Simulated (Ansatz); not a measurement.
# CH₂FNOSn: how energies converge with the basis set

Aim: see how fast density functionals converge with the basis set for CH₂FNOSn.

Computed with Ansatz 0.2.0, Gaussian basis. Level: one geometry, several basis sets.

The runs, in order: PBE0-D4/def2-SVP; ωB97M-V/def2-SVP; PBE0-D4/def2-QZVPP; ωB97M-V/def2-QZVPP; the functionals' def2-TZVPP values are taken from earlier runs.

**1. The geometry**

An earlier PBE0-D4 in a triple-zeta def2 set relaxation fixed the geometry. Sn takes the def2 core potential; no spin-orbit term is included.

SMILES `O=C=[N][SnH2][F]`, 7 atoms, charge 0, spin multiplicity 1.

Atoms are counted from 1 here; the program's logs count them from 0.

Bond lengths: O1–C2 1.165 Å, C2–N3 1.203 Å, N3–Sn4 2.002 Å, Sn4–F5 1.915 Å, Sn4–H6 1.690 Å, Sn4–H7 1.694 Å. Angles: O1–C2–N3 176.2°, C2–N3–Sn4 138.7°, N3–Sn4–F5 104.6°, N3–Sn4–H6 107.3°, N3–Sn4–H7 109.3°, F5–Sn4–H6 107.1°, F5–Sn4–H7 106.4°, H6–Sn4–H7 120.9°.

**2. PBE0-D4 in def2-SVP**

in.yaml

```yaml
crystal:
  periodic: [false, false, false]
  atoms:
    - {symbol: O, position_ang: [-0.221738, -2.869281, -0.931603]}
    - {symbol: C, position_ang: [-0.121538, -1.906785, -0.283816]}
    - {symbol: N, position_ang: [-0.020928, -0.958236, 0.449392]}
    - {symbol: Sn, position_ang: [0.157431, 1.031635, 0.318539]}
    - {symbol: F, position_ang: [-0.877091, 1.510008, -1.220140]}
    - {symbol: H, position_ang: [-0.618635, 1.696103, 1.665181]}
    - {symbol: H, position_ang: [1.763801, 1.428457, -0.043155]}
basis:
  gaussian: {orbitals: def2-SVP}
hamiltonian: {xc: pbe0, dispersion: d4}
output: {orbitals: {seedname: orbitals}}
```

Launch:

```console
$ ansatz run in.yaml --threads 2 --pin off --events-out ev --progress --plain --max-ram 32768MiB --backend cpu
```

Further steps of the session: ωB97M-V in def2-SVP; PBE0-D4 in def2-QZVPP; ωB97M-V in def2-QZVPP.

**Question.** What will the summary of the whole plan be? Wanted: PBE0-D4: double and triple zeta above quadruple; ωB97M-V: double and triple zeta above quadruple.

The runs gave:

| quantity | value |
| --- | --- |
| PBE0-D4: double and triple zeta above quadruple | 9.73, 0.47 eV |
| ωB97M-V: double and triple zeta above quadruple | 9.94, 0.44 eV |

**Reading.** For PBE0-D4 the step from double to triple zeta gains 9.25 eV and the next only 0.47 eV. These are total energies; as a rule much of such shifts cancels in differences, which this series doesn't test. The LUMO of ωB97M-V is positive and keeps falling with the basis (1.20 to 0.40 eV): an unbound level that the basis holds in place.
